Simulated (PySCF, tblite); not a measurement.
# C₄H₅FOSi: geometry, infrared bands and NMR shifts

Aim: predict the infrared bands and NMR shifts of C₄H₅FOSi (`O=C1C=C([SiH2]F)C1`).

The runs use tblite 0.8.0 and PySCF 2.14.0, with density-fitted response routines of our own; the level of theory stands in each step. All values are computed, except where a source is named. Atoms count from 0, in the outputs and in this text.

## (1) The starting structure

12 atoms, charge 0, multiplicity 1; geometry from: force field or distance geometry start.

Bonds of the start (Å): O0–C1 1.20, C1–C2 1.49, C2–C3 1.36, C3–Si4 1.89, Si4–F5 1.61, C3–C6 1.52, C6–C1 1.54, C2–H7 1.08, Si4–H8 1.49, Si4–H9 1.48, C6–H10 1.09, C6–H11 1.09.

## (2) Geometry optimisation with GFN2-xTB

What the job is given:

```
{"job": {"kind": "relax", "xc": "GFN2-xTB", "basis": "xTB"}, "charge": 0, "multiplicity": 1}
O     -3.131600     0.387500     0.010600
C     -1.941200     0.253400    -0.010300
C     -1.012400    -0.690000     0.683900
C      0.076000    -0.126300     0.092800
Si     1.929600    -0.467500     0.185400
F      2.632300     0.600400    -0.790400
C     -0.726100     0.908300    -0.682000
H     -1.163500    -1.500700     1.383700
H      2.231900    -1.840800    -0.299800
H      2.423900    -0.284600     1.567400
H     -0.584600     1.951400    -0.400600
H     -0.733200     0.808100    -1.766700
```

Launch:

```console
> OMP_NUM_THREADS=1 python probes_run.py task.json out
```

The driver reads the jobs from task.json and runs them one after another.

**Question.** This job is followed by: GFN2-xTB harmonic vibrations, gas phase; GIAO PBE0/pcSseg-1 NMR shielding, non-relativistic, gas phase. What will the session give for the following? strongest single infrared mode (GFN2-xTB); zero-point energy (GFN2-xTB); ¹³C shifts against TMS (PBE0/pcSseg-1); ¹H shifts against TMS (PBE0/pcSseg-1, means over atoms taken as alike); ¹⁷O shifts against H2O (PBE0/pcSseg-1); ²⁹Si shifts against TMS (PBE0/pcSseg-1); ¹⁹F shifts against CFCl3 (PBE0/pcSseg-1).

As calculated:

| quantity | value |
| --- | --- |
| strongest single infrared mode (GFN2-xTB) | 1857 cm⁻¹, 576 km/mol |
| zero-point energy (GFN2-xTB) | 47.6 kcal/mol |
| ¹³C shifts against TMS (PBE0/pcSseg-1) | 189.2, 186.2, 158.0, 57.5 ppm |
| ¹H shifts against TMS (PBE0/pcSseg-1, means over atoms taken as alike) | 6.62, 5.64, 3.68 ppm |
| ¹⁷O shifts against H2O (PBE0/pcSseg-1) | 628.7 ppm |
| ²⁹Si shifts against TMS (PBE0/pcSseg-1) | -10.3 ppm |
| ¹⁹F shifts against CFCl3 (PBE0/pcSseg-1) | -230.9 ppm |

What this shows: Over 31 steps the energy fell by 0.073 eV; of the close pairs, Si4–H8 changed most, 1.488 to 1.454 Å. The lowest mode is slightly imaginary (14i cm⁻¹), a soft motion within the noise of the Hessian, so the minimum is not strictly shown. The strongest single mode, at 1857 cm⁻¹, moves mainly C1 and O0. GFN2-xTB is a fitted tight-binding method: band positions and strengths are rough. Its intensities can rank the bands wrongly. C1 (ketone carbonyl carbon) lies farthest downfield among carbon, at 189.2 ppm; low-lying n→π* states of the double bond to the heteroatom give a large paramagnetic term (-256 ppm). H7 (hydrogen on an α carbon of a C=C–C=O unit) lies farthest downfield among hydrogen, at 6.62 ppm; attached to an sp2 carbon and in the plane of the double bond. At PBE0/pcSseg-1: Shielding is most anisotropic at O0 (span 1162 ppm, paramagnetic term -688 ppm).
